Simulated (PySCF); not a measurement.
**C₄H₁₁NOSi: electronic excitations**

Aim: predict the electronic excitations of C₄H₁₁NOSi (`C=N[Si@H](C)OCC`).

Computed with PySCF 2.14.0, with density-fitted response routines of our own, on a single molecule in the gas phase. Atoms count from 0, in the outputs and in this text.

## Step 1: The molecule as given

18 atoms, charge 0, multiplicity 1; geometry from: GFN2-xTB.

Bonds of the start (Å): C0–N1 1.25, N1–Si2 1.74, Si2–C3 1.89, Si2–O4 1.62, O4–C5 1.40, C5–C6 1.52, C0–H7 1.09, C0–H8 1.10, Si2–H9 1.47, C3–H10 1.09, C3–H11 1.08, C3–H12 1.09, C5–H13 1.10, C5–H14 1.10, C6–H15 1.09, C6–H16 1.09, C6–H17 1.09.

## Step 2: Ultraviolet spectrum: PBE0/def2-SVPD

The job: settings as JSON, then the geometry in Å.

```
{"job": {"kind": "uv", "xc": "PBE0", "basis": "def2-SVPD", "nstates": 8, "ntriplets": 3}, "charge": 0, "multiplicity": 1}
C     -1.392151     2.184558    -0.000451
N     -0.698175     1.269212    -0.484904
Si    -0.823923    -0.466563    -0.450966
C     -2.161121    -1.204342     0.667974
O      0.540461    -1.105930     0.144954
C      1.858389    -0.951873    -0.300435
C      2.418599     0.424101     0.027413
H     -1.100497     3.220106    -0.165998
H     -2.300764     2.036911     0.592762
H     -1.016271    -0.768516    -1.873752
H     -3.138304    -0.848718     0.357229
H     -2.176247    -2.287629     0.627377
H     -2.015473    -0.915639     1.704725
H      2.446823    -1.730216     0.198936
H      1.901553    -1.122157    -1.382568
H      2.391869     0.588590     1.101685
H      3.445515     0.500694    -0.319740
H      1.810956     1.183729    -0.455898
```

With the program's defaults for keys left out, this is: TDDFT PBE0/def2-SVPD, vertical, gas phase, core orbitals frozen in the response.

The run is started by

```console
> OMP_NUM_THREADS=1 python probes_run.py task.json out
```

This one command runs all jobs of the session in turn.

Predict these results of the whole session: lowest singlet (PBE0/def2-SVPD); brightest single state of those computed; lowest triplet.

**Answer**, as computed:

| quantity | value |
| --- | --- |
| lowest singlet (PBE0/def2-SVPD) | 3.93 eV (315 nm), f = 0.001 |
| brightest single state of those computed | state 4, 6.56 eV, f = 0.062 |
| lowest triplet | 3.30 eV |

The first singlet state (HOMO→LUMO 0.99) lies at 3.93 eV and is dark; of the 8 states computed, the strongest absorption comes from state 4 at 6.56 eV (the last state computed is bright too, and its partners may lie past the list). The lowest triplet lies 0.63 eV below the lowest singlet (triplets in Tamm-Dancoff, singlets in full TDDFT).
